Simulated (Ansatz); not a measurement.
Consider a comparison of functionals at one structure of TaF3, space group Pm-3m (Ansatz's Python interface).

The script, `xc_taf3.py`:
```python
"""Functional comparison for TaF3 (totals differ with the potentials too)."""

import ansatz as az
from pymatgen.core import Lattice, Structure
from pymatgen.io.ase import AseAtomsAdaptor

pmg_structure = Structure(
    Lattice([[4.166646, 0.0, 0.0], [0.0, 4.166646, 0.0], [0.0, 0.0, 4.166646]]),
    ["Ta", "F", "F", "F"],
    [
        [0.0, 0.0, 0.0],
        [0.0, 0.5, 0.0],
        [0.5, 0.0, 0.0],
        [0.0, 0.0, 0.5],
    ],
)
taf3 = az.Crystal.from_ase(AseAtomsAdaptor.get_atoms(pmg_structure))

calc = (
    taf3.calculation()
    .basis(470)
    .kpoints(6, 6, 6)
    .occupations(az.OccupationsMethod.FERMI_DIRAC, width=0.1)
    .forces()
    .stress()
)

rows = []
for value in ["pbe", "lda", "rpbe"]:
    report = calc.functional(value).run(threads=1).report
    rows.append((value, report["free_energy_ev"] / len(report["lattice"]["sites"]), report["n_iterations"], sum(report["stress_gpa"][i][i] for i in range(3)) / 3, max(abs(f) for row in report["forces_ev_ang"] for f in row), report["n_kpoints"]))

print("  functional   F/atom (eV)    iterations       P (GPa)  max component (eV/A)      k-points")
for row in rows:
    print(f"{str(row[0]):>12s}  {row[1]:12.5f}  {row[2]:12d}  {row[3]:12.3f}  {row[4]:20.4f}  {row[5]:12d}")
```

Rank the functionals by the pressure that they give at this structure. What does the order say about their lattices?

From lowest to highest: LDA (-9.8 GPa), PBE (-2.8 GPa) and RPBE (-0.1 GPa). At a fixed cell a lower pressure usually means a smaller equilibrium volume, so LDA prefers the smallest cell and RPBE the largest.

What the script printed:

```console
$ python xc_taf3.py
  functional   F/atom (eV)    iterations       P (GPa)  max component (eV/A)      k-points
         pbe   -3089.64661             6        -2.804                0.0000            20
         lda   -3016.23459             7        -9.786                0.0000            20
        rpbe   -3094.34371             7        -0.135                0.0000            20
```

What to keep in mind:
- No spin polarisation was allowed.
- The mesh is modest for a metal, so energies can be off by several to tens of meV an atom and pressures by half a GPa or more; differences at equal mesh fare better.
- Forces vanish by symmetry here and test nothing.
- Pressure is positive in compression.
- Spin-orbit coupling, which matters for elements this heavy, is left out.
- The structure comes from a database of computed cells and needn't be a stable or known phase.
- Total energies of different functionals can't be compared; pressures, moments and gaps at this one structure can.
- Finished in 14 s on 1 thread of Arm Neoverse N1, on a shared host, peak memory 0.46 GiB.
